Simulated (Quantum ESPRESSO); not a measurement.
The system is Ta, a sheet with vacuum.

```
CELL_PARAMETERS angstrom
2.71898 0.00000 0.00000
0.00000 2.71898 0.00000
0.00000 0.00000 28.48664
ATOMIC_POSITIONS crystal
Ta 0.00000 0.50000 0.30264
Ta 0.50000 0.00000 0.22392
```

The cell was built by a generator and needn't be a form met in nature.

A sound run:

- Program: Quantum ESPRESSO 7.5
- Task: work function
- Functional: PBE
- Potentials or basis: PseudoDojo 0.4.1 SR PBE standard
- Cutoff: 789 eV
- Density cutoff: 3157 eV
- k mesh: 10 × 10 × 1
- Occupations: fermi-dirac, width 0.05 eV
- Spin: no spin polarisation

It gives largest force 0.073 eV/Å; band gap on the k mesh none (metal or under the smearing width).

What do these careless settings give instead: cutoff 476 eV in place of 789 eV; density cutoff 1905 eV in place of 3157 eV?

Largest force 0.065 eV/Å; band gap on the k mesh none (metal or under the smearing width). The run converged, but these numbers show the error of the settings and aren't properties of the sheet.
